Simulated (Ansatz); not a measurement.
# One shape, several levels: BBrF2 (SMILES FB(F)Br)

Aim: a comparison of 6 runs (B3LYP/6-31G*, B2PLYP/aug-cc-pVDZ, CAM-B3LYP/aug-cc-pVDZ, revPBE/aug-cc-pVDZ, MP2/aug-cc-pVDZ, CCSD(T)/aug-cc-pVDZ) of BBrF2. 

The results are computed with Ansatz 0.2.0.

45 further runs of the same task are left out: 3 that didn't finish, 42 set aside as unsound or not needed.

### 1 The structure to begin with

BBrF2: 4 atoms, total charge 0, spin state singlet. As SMILES, `FB(F)Br`. The B2–Br4 distance was set to 3.425 Å, away from the relaxed value. At this shape a bond of the SMILES string is far longer than usual.

Bond lengths: F1–B2 1.309 Å, B2–F3 1.309 Å. Angles: F1–B2–F3 119.2°. A long bond or contact: B2–Br4 3.425 Å.

### 2 The energy at B3LYP/6-31G(d) (Cartesian functions) (run 1)

File run.yaml:

```yaml
basis:
  gaussian:
    orbitals: "6-31G*"
crystal:
  periodic: [false, false, false]
  atoms:
    - {symbol: F, position_ang: [-1.562769, -2.033286, -0.349591]}
    - {symbol: B, position_ang: [-1.475059, -0.730126, -0.262491]}
    - {symbol: F, position_ang: [-2.559539, -0.007166, -0.383971]}
    - {symbol: Br, position_ang: [1.556010, 0.770190, 0.276890]}
hamiltonian:
  xc: {name: B3LYP}
accuracy: high
output: {orbitals: {seedname: orbitals}}
```

Started as:

```sh
$ ansatz run run.yaml --threads 1 --pin off --max-ram 3480MiB --events-out events.jsonl --progress --plain --runs-dir runs
```

The program printed:

```text
Warning: RAYON_NUM_THREADS=1 ignored (pool sized by the plan → 1); use --threads N
Functional definition: B3LYP
  name "B3LYP"
  parameter a0 = 0.2
  parameter ax = 0.72
  parameter ac = 0.81
  exchange = (1 - a0 - ax)*slater_x + ax*b88_x + a0*exact_x
  correlation = (1 - ac)*vwn_rpa_c + ac*lyp_c
1392 factors; integrals over basis functions are off by at most 4.0e-9 eV
mean field evaluation 1: about -76143.8612 eV, gradient 3.9e1 eV
mean field evaluation 2: about -76041.3336 eV, gradient 1.3e2 eV
mean field evaluation 4: about -76144.1908 eV, gradient 3.3e1 eV
mean field evaluation 8: about -76148.9084 eV, gradient 6.6e-1 eV
mean field evaluation 16: about -76148.9375 eV, gradient 3.4e-5 eV
mean field -76148.93752888 eV, -2798.4218385827 hartree, gradient 4.0e-8 eV, S^2 0.000000; 0 other end points of the search recorded, 0 dependent functions left out
reference -76148.93755913 eV, -2798.4218396944 hartree; 29, 29 occupied and 51, 51 virtual orbitals, 1392 factors
Total energy: -76148.93755913 eV, -2798.4218396944 hartree
```

It took 5.7 s on 1 thread of Arm Neoverse V1, shared host; peak memory 0.21 GiB.

### 3 The energy at B2PLYP/aug-cc-pVDZ (run 2)

File run.yaml:

```yaml
crystal:
  periodic: [false, false, false]
  atoms:
    - symbol: F
      position_ang: [-1.562769, -2.033286, -0.349591]
    - symbol: B
      position_ang: [-1.475059, -0.730126, -0.262491]
    - symbol: F
      position_ang: [-2.559539, -0.007166, -0.383971]
    - symbol: Br
      position_ang: [1.556010, 0.770190, 0.276890]
basis:
  gaussian: {orbitals: aug-cc-pVDZ}
correlation: {frozen_orbitals: {B: 1, Br: 9, F: 1}}
output: {orbitals: {seedname: orbitals}}
hamiltonian: {xc: {name: B2PLYP}}
accuracy: high
```

Started as:

```sh
$ ansatz run run.yaml --threads 1 --pin off --max-ram 3480MiB --events-out events.jsonl --progress --plain --runs-dir runs
```

The program printed:

```text
Warning: RAYON_NUM_THREADS=1 ignored (pool sized by the plan → 1); use --threads N
Functional definition: B2PLYP
  name "B2PLYP"
  parameter a = 0.53
  parameter c = 0.27
  exchange = (1 - a)*b88_x + a*exact_x
  correlation = (1 - c)*lyp_c + c*(mp2_os + mp2_ss)
2008 factors; integrals over basis functions are off by at most 4.3e-9 eV
mean field evaluation 1: about -76130.2845 eV, gradient 3.8e1 eV
mean field evaluation 2: about -76130.3848 eV, gradient 3.8e1 eV
mean field evaluation 4: about -76133.8139 eV, gradient 1.4e1 eV
mean field evaluation 8: about -76134.5668 eV, gradient 5.3e-1 eV
mean field evaluation 16: about -76134.5789 eV, gradient 3.6e-4 eV
mean field evaluation 32: about -76059.8871 eV, gradient 8.0e1 eV
mean field -76134.57892795 eV, -2797.8941697311 hartree, gradient 5.0e-8 eV, S^2 0.000000; 0 other end points of the search recorded, 0 dependent functions left out; unrestricted orbitals would lower it
12 core orbitals not correlated: weight in the atoms' cores, before any rotation towards them, 1.000 or more for the frozen orbitals, at most 0.000 for the correlated occupied ones
reference -76134.57895196 eV, -2797.8941706135 hartree; 17, 17 occupied and 76, 76 virtual orbitals, 2008 factors
second order -21.68736271 eV of doubles, -0.00000000 eV of singles
Total energy: -76140.43453989 eV, -2798.1093595009 hartree
```

Run time: 16 s. Hardware: 1 thread of Arm Neoverse V1, shared host; peak memory 0.43 GiB.

Runs 3 to 4 aren't shown in full; the table further down has their settings and results.

### 4 A single-point energy at MP2/aug-cc-pVDZ (run 5)

File input.yaml:

```yaml
crystal:
  periodic: [false, false, false]
  atoms:
    - symbol: F
      position_ang: [-1.562769, -2.033286, -0.349591]
    - symbol: B
      position_ang: [-1.475059, -0.730126, -0.262491]
    - symbol: F
      position_ang: [-2.559539, -0.007166, -0.383971]
    - symbol: Br
      position_ang: [1.556010, 0.770190, 0.276890]
basis:
  gaussian:
    orbitals: aug-cc-pVDZ
accuracy: high
magnetization:
  spin_polarized: false
  initial_magnetization: 0
correlation:
  method: mp2
  frozen_orbitals: {B: 1, Br: 9, F: 1}
```

Started as:

```sh
$ ansatz run input.yaml --threads 1 --pin off --max-ram 3480MiB --events-out events.jsonl --progress --plain --runs-dir runs
```

The program printed:

```text
Warning: RAYON_NUM_THREADS=1 ignored (pool sized by the plan → 1); use --threads N
Functional definition: HF
  name "HF"
  exchange = exact_x
  correlation = 0
2008 factors; integrals over basis functions are off by at most 4.3e-9 eV
mean field evaluation 1: about -76077.5047 eV, gradient 3.6e1 eV
mean field evaluation 2: about -76077.6606 eV, gradient 3.7e1 eV
mean field evaluation 4: about -76081.5978 eV, gradient 3.1e0 eV
mean field evaluation 8: about -76081.6875 eV, gradient 4.1e-1 eV
mean field evaluation 16: about -76081.6892 eV, gradient 1.1e-6 eV
mean field -76081.68916686 eV, -2795.9505068609 hartree, gradient 3.3e-8 eV, S^2 0.000000; 0 other end points of the search recorded, 0 dependent functions left out; unrestricted orbitals would lower it
mean field evaluation 32: about -76083.3193 eV, gradient 3.1e-4 eV
unrestricted determinant -76083.31928148 eV, -2796.0104124682 hartree, S^2 0.9240
12 core orbitals not correlated: weight in the atoms' cores, before any rotation towards them, 1.000 or more for the frozen orbitals, at most 0.000 for the correlated occupied ones
reference -76081.68916686 eV, -2795.9505068609 hartree; 17, 17 occupied and 76, 76 virtual orbitals, 2008 factors
second order -17.43599499 eV of doubles, -0.00000000 eV of singles
Total energy: -76099.12516185 eV, -2796.5912678581 hartree
```

It took 11 s on 1 thread of Arm Neoverse V1, shared host; peak memory 0.4 GiB.

### 5 A single-point energy at CCSD(T)/aug-cc-pVDZ (run 6)

File job.yaml:

```yaml
crystal:
  periodic: [false, false, false]
  atoms:
    - {symbol: F, position_ang: [-1.562769, -2.033286, -0.349591]}
    - {symbol: B, position_ang: [-1.475059, -0.730126, -0.262491]}
    - {symbol: F, position_ang: [-2.559539, -0.007166, -0.383971]}
    - {symbol: Br, position_ang: [1.556010, 0.770190, 0.276890]}
basis:
  gaussian: {orbitals: aug-cc-pVDZ}
correlation: {method: ccsd_t, frozen_orbitals: {B: 1, Br: 9, F: 1}}
accuracy: high
scf: {omitted_lower_state_checks: [cluster_reference, increment]}
```

Started as:

```sh
$ ansatz run job.yaml --threads 1 --pin off --max-ram 3480MiB --events-out events.jsonl --progress --plain --runs-dir runs
```

The program printed:

```text
Warning: RAYON_NUM_THREADS=1 ignored (pool sized by the plan → 1); use --threads N
[... 12 lines left out ...]
12 core orbitals not correlated: weight in the atoms' cores, before any rotation towards them, 1.000 or more for the frozen orbitals, at most 0.000 for the correlated occupied ones
[... 27 lines left out ...]
WARN: these amplitudes may be one of several solutions (largest doubles amplitude 0.34, level shift 1.01 eV)
Total energy: -76100.39133664 eV, -2796.6377989235 hartree
Checks for a lower state left out: cluster_reference, increment
```

Wall time 28 s (1 thread of Arm Neoverse V1, shared host); peak memory 0.63 GiB.

### 6 Overview of the runs

```csv
run,level,Cartesian functions,frozen core orbitals,energy (Eh),HOMO energy (eV),LUMO energy (eV),HOMO–LUMO gap (eV),wall time
1,B3LYP/6-31G* (Cartesian functions),yes,–,-2798.421840,-7.27,-5.31,1.96,5.7 s
2,B2PLYP/aug-cc-pVDZ,no,12,-2798.109360,-8.82,-4.42,4.40,16 s
3,CAM-B3LYP/aug-cc-pVDZ,no,–,-2798.746053,-9.09,-4.52,4.57,11 s
4,revPBE/aug-cc-pVDZ,no,–,-2798.406885,-6.45,-5.94,0.51,16 s
5,MP2/aug-cc-pVDZ,no,12,-2796.591268,–,–,–,11 s
6,CCSD(T)/aug-cc-pVDZ,no,12,-2796.637799,–,–,–,28 s
```

### 7 What came out

| quantity | value |
| --- | --- |
| run 6: total energy | -2796.63780 Eh |
| run 6: correlation energy (12 core orbitals frozen) | -687.3 mEh |
| run 6: (T) correction | -28.03 mEh |
| run 6: T1 diagnostic | 0.029 |

Over runs 1, 2, 3, 4 the HOMO–LUMO gap runs from 0.51 eV (revPBE/aug-cc-pVDZ) to 4.57 eV (CAM-B3LYP/aug-cc-pVDZ). Totals of different functionals can't be ranked against each other. In runs 2, 5, 6 the log says that unrestricted orbitals would lower the reference, so the values rest on an unstable closed-shell determinant (other closed-shell runs at this shape may share the fault). All runs together took 87 s, the longest 28 s.
